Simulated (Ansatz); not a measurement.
From input file to script: CH8BGeN, SMILES CN[BH][GeH3] in Ansatz 0.2.0.

```yaml
crystal:
  periodic: [false, false, false]
  atoms:
    - { symbol: C, position_ang: [-0.7689, 1.7128, 0.0908] }
    - { symbol: "N", position_ang: [-0.7086, 0.4455, 0.7188] }
    - { symbol: B, position_ang: [0.5846, -0.2077, 0.3147] }
    - { symbol: Ge, position_ang: [0.6844, -1.9732, -0.6337] }
    - { symbol: H, position_ang: [-0.8158, 1.6454, -1.0462] }
    - { symbol: H, position_ang: [-1.7799, 2.242, 0.3732] }
    - { symbol: H, position_ang: [0.036, 2.4361, 0.3992] }
    - { symbol: H, position_ang: [-0.6403, 0.614, 1.7477] }
    - { symbol: H, position_ang: [1.6498, 0.3288, 0.6328] }
    - { symbol: H, position_ang: [1.3156, -1.8281, -1.9792] }
    - { symbol: H, position_ang: [1.3544, -3.0338, 0.2457] }
    - { symbol: H, position_ang: [-0.8344, -2.4369, -0.8298] }
basis:
  gaussian: { orbitals: def2-SVP }
hamiltonian:
  xc: pbe
output:
  forces: true
```

On the command line:
```console
$ ansatz run input.yaml --threads 1 --pin off --max-ram 4096MiB --backend cpu --events-out ev --progress --plain --runs-dir out
Engine: ansatz 0.2.0, aarch64-unknown-linux-gnu
Functional definition: PBE
  parameter kappa = 0.804
  parameter beta = 0.06672455060314922
  exchange = pbe_x(kappa = kappa, mu = beta*pi^2/3)
  correlation = pbe_c(beta = beta)
1299 factors; their error is unknown
mean field evaluation 1: about -59819.3892 eV, gradient 6.1e1 eV
mean field evaluation 2: about -59769.3700 eV, gradient 1.3e2 eV
mean field evaluation 4: about -59827.4446 eV, gradient 9.5e0 eV
mean field evaluation 8: about -59827.7091 eV, gradient 3.1e-1 eV
mean field evaluation 16: about -59827.6413 eV, gradient 2.5e-4 eV
mean field -59827.64134985 eV, -2198.6252669751 hartree, gradient 2.9e-5 eV, S^2 0.000000; 0 other end points of the search recorded, 0 dependent functions left out
the calculation of the forces begins
reference -59827.64138977 eV, -2198.6252684421 hartree; 29, 29 occupied and 85, 85 virtual orbitals, 1299 factors
Total energy: -59827.64138977 eV, -2198.6252684421 hartree
Atom 0 at    -0.768900     1.712800     0.090800 Å, force    -1.891917     2.475585    -0.686815 eV/Å
Atom 1 at    -0.708600     0.445500     0.718800 Å, force     1.127654    -1.867932     0.730444 eV/Å
Atom 2 at     0.584600    -0.207700     0.314700 Å, force    -0.430578     1.024217     1.099709 eV/Å
Atom 3 at     0.684400    -1.973200    -0.633700 Å, force    -1.820154    -0.576765     0.239108 eV/Å
Atom 4 at    -0.815800     1.645400    -1.046200 Å, force     0.235209    -0.019598     0.830887 eV/Å
Atom 5 at    -1.779900     2.242000     0.373200 Å, force     1.313359    -0.626190    -0.436994 eV/Å
Atom 6 at     0.036000     2.436100     0.399200 Å, force     0.024418    -0.014958    -0.359271 eV/Å
Atom 7 at    -0.640300     0.614000     1.747700 Å, force    -0.113551    -0.147020    -0.447267 eV/Å
Atom 8 at     1.649800     0.328800     0.632800 Å, force    -0.014126     0.121662    -0.035480 eV/Å
Atom 9 at     1.315600    -1.828100    -1.979200 Å, force     0.595976    -0.109982    -0.925278 eV/Å
Atom 10 at     1.354400    -3.033800     0.245700 Å, force     0.329447    -0.237526     0.067497 eV/Å
Atom 11 at    -0.834400    -2.436900    -0.829800 Å, force     0.644262    -0.021492    -0.076540 eV/Å
Dipole moment:     0.086935     0.266657     0.165232 e Å
```

The script, `ch8bgen.py`:
```python
'''Run CH8BGeN from an input written out key by key.'''

import ansatz as az
import numpy as np
import pandas as pd


def main() -> None:
    deck = {
        'crystal': {
            'periodic': [False, False, False],
            'atoms': [
                {'symbol': 'C', 'position_ang': [-0.7689, 1.7128, 0.0908]},
                {'symbol': 'N', 'position_ang': [-0.7086, 0.4455, 0.7188]},
                {'symbol': 'B', 'position_ang': [0.5846, -0.2077, 0.3147]},
                {'symbol': 'Ge', 'position_ang': [0.6844, -1.9732, -0.6337]},
                {'symbol': 'H', 'position_ang': [-0.8158, 1.6454, -1.0462]},
                {'symbol': 'H', 'position_ang': [-1.7799, 2.242, 0.3732]},
                {'symbol': 'H', 'position_ang': [0.036, 2.4361, 0.3992]},
                {'symbol': 'H', 'position_ang': [-0.6403, 0.614, 1.7477]},
                {'symbol': 'H', 'position_ang': [1.6498, 0.3288, 0.6328]},
                {'symbol': 'H', 'position_ang': [1.3156, -1.8281, -1.9792]},
                {'symbol': 'H', 'position_ang': [1.3544, -3.0338, 0.2457]},
                {'symbol': 'H', 'position_ang': [-0.8344, -2.4369, -0.8298]},
            ],
        },
        'basis': {'gaussian': {'orbitals': 'def2-SVP'}},
        'hamiltonian': {'xc': 'pbe'},
        'output': {'forces': True},
    }
    session = az.Session.from_dict(deck)
    summary = session.plan(threads=1).execute().report

    print('reference energy %16.6f eV' % summary['reference_energy_ev'])
    print('total energy     %16.6f eV' % summary['free_energy_ev'])
    print('occupied orbitals outside the frozen core (up, down):', summary['n_occupied'], ' frozen:', summary['n_frozen'], ' virtual:', summary['n_virtual'])
    symbols = ['C', 'N', 'B', 'Ge', 'H', 'H', 'H', 'H', 'H', 'H', 'H', 'H']
    state = summary['mean_field']['state']
    print(f'mean field: {state["energy"]["hartree"]:.7f} Ha, <S^2> = {abs(state["spin_squared"]):.4f}, stability: {state.get("stability", {}).get("kind")}')

    print('forces (eV/A)')
    for symbol, f in zip(symbols, summary['forces_ev_ang']):
        print(f'  {symbol:2s} {f[0]:9.4f} {f[1]:9.4f} {f[2]:9.4f}')
    charges = summary['charge_distribution']
    table = pd.DataFrame({'atom': symbols, 'mulliken': charges['mulliken_charges_e'], 'lowdin': charges['lowdin_charges_e']})
    print(table.round(3).to_string())
    print('dipole (e A):', np.round(charges['dipole_moment_e_ang'], 4) + 0.0)


if __name__ == '__main__':
    main()
```

Running `python ch8bgen.py` prints:
```text
reference energy    -59827.641390 eV
total energy        -59827.641390 eV
occupied orbitals outside the frozen core (up, down): [29, 29]  frozen: 0  virtual: [85, 85]
mean field: -2198.6252684 Ha, <S^2> = 0.0000, stability: minimum
forces (eV/A)
  C    -1.8919    2.4756   -0.6868
  N     1.1277   -1.8679    0.7304
  B    -0.4306    1.0242    1.0997
  Ge   -1.8202   -0.5768    0.2391
  H     0.2352   -0.0196    0.8309
  H     1.3134   -0.6262   -0.4370
  H     0.0244   -0.0150   -0.3593
  H    -0.1136   -0.1470   -0.4473
  H    -0.0141    0.1217   -0.0355
  H     0.5960   -0.1100   -0.9253
  H     0.3294   -0.2375    0.0675
  H     0.6443   -0.0215   -0.0765
   atom  mulliken  lowdin
0     C    -0.027   0.020
1     N    -0.171   0.127
2     B    -0.001  -0.255
3    Ge     0.125   0.149
4     H     0.049   0.018
5     H     0.041   0.008
6     H     0.019  -0.009
7     H     0.126   0.046
8     H    -0.035  -0.029
9     H    -0.042  -0.029
10    H    -0.038  -0.020
11    H    -0.047  -0.025
dipole (e A): [0.0869 0.2667 0.1652]
```

What to keep in mind:
- Total energies depend on the basis set; only differences at equal settings carry meaning.
- The geometry is a force-field or estimated start, not a minimum of this method, and the basis set is short of its limit.
- The Löwdin charges here are taken after orthogonalising the functions within each atom; they differ from plain Löwdin charges, and their signs can be unphysical.
- The whole script took 4.4 s on 1 thread of Arm Neoverse V1 (shared host), peak memory 0.24 GiB.

(Lines on the test bed's own set-up are left out of the output.)
